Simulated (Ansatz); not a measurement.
# CH2FNO2Si: how energies converge with the basis set

The task here is to estimate one member of a computed series from the others.

Method: one geometry, several basis sets; program: Ansatz 0.2.0, Gaussian basis.

Levels to be run: PBE0-D4/def2-SVP; ωB97M-V/def2-SVP; PBE0-D4/def2-QZVPP; ωB97M-V/def2-QZVPP; the functionals' def2-TZVPP values are taken from earlier runs.

## Structure used throughout

The geometry comes from an earlier relaxation with PBE0-D4 in a triple-zeta def2 set; it is a stationary point, not always the lowest conformer.

SMILES `O=C1N[Si]1(O)F`, 8 atoms, charge 0, spin multiplicity 1.

Atoms are counted from 1 here; the program's logs count them from 0.

Bond lengths: O1–C2 1.191 Å, C2–N3 1.397 Å, C2–Si4 1.840 Å, N3–Si4 1.704 Å, N3–H7 1.015 Å, Si4–O5 1.617 Å, Si4–F6 1.577 Å, O5–H8 0.959 Å. Angles: O1–C2–N3 133.9°, O1–C2–Si4 164.3°, N3–C2–Si4 61.8°, C2–N3–Si4 72.0°, C2–N3–H7 128.6°, Si4–N3–H7 159.3°, C2–Si4–N3 46.2°, C2–Si4–O5 130.4°, C2–Si4–F6 124.3°, N3–Si4–O5 122.4°, N3–Si4–F6 117.9°, O5–Si4–F6 103.7°, Si4–O5–H8 117.8°.

As a file:

```xyz
8

O     1.9869    1.0978    0.9773
C     0.9873    0.5624    0.6137
N     0.5669   -0.7690    0.5566
Si   -0.6947    0.2079   -0.0430
O    -1.2237    0.0992   -1.5676
F    -2.0196    0.3074    0.8063
H     1.0569   -1.6019    0.8662
H    -0.5677    0.0391   -2.2651
```

The first run:

The input, in.yaml:

```yaml
crystal:
  periodic: [false, false, false]
  atoms:
    - {symbol: O, position_ang: [1.986855, 1.097831, 0.977272]}
    - {symbol: C, position_ang: [0.987347, 0.562360, 0.613655]}
    - {symbol: N, position_ang: [0.566886, -0.768993, 0.556582]}
    - {symbol: Si, position_ang: [-0.694667, 0.207879, -0.042980]}
    - {symbol: O, position_ang: [-1.223704, 0.099183, -1.567627]}
    - {symbol: F, position_ang: [-2.019562, 0.307373, 0.806261]}
    - {symbol: H, position_ang: [1.056851, -1.601878, 0.866192]}
    - {symbol: H, position_ang: [-0.567707, 0.039146, -2.265056]}
basis:
  gaussian: {orbitals: def2-SVP}
hamiltonian: {xc: pbe0, dispersion: d4}
output: {orbitals: {seedname: orbitals}}
```

Started as:

```sh
$ ansatz run in.yaml --threads 4 --pin off --events-out ev --progress --plain --max-ram 10444MiB
```

Among the steps run: PBE0-D4 in def2-SVP; ωB97M-V in def2-SVP; PBE0-D4 in def2-QZVPP; ωB97M-V in def2-QZVPP.

One of the session's tables, all rows but one given; the rest of the session is left out.

It belongs to the step «Density functionals: the series». 

```
functional       basis  HOMO (eV)  LUMO (eV)
   PBE0-D4    def2-SVP          ?          ?
   PBE0-D4  def2-TZVPP      -7.25      -0.36
   PBE0-D4  def2-QZVPP      -7.29      -0.51
   ωB97M-V    def2-SVP      -9.25       1.99
   ωB97M-V  def2-TZVPP      -9.46       1.46
   ωB97M-V  def2-QZVPP      -9.51       1.02
```

Estimate the missing values for PBE0-D4, def2-SVP.

As computed: HOMO (eV): -7.06; LUMO (eV): 0.00. In the column «HOMO (eV)» it is the highest.
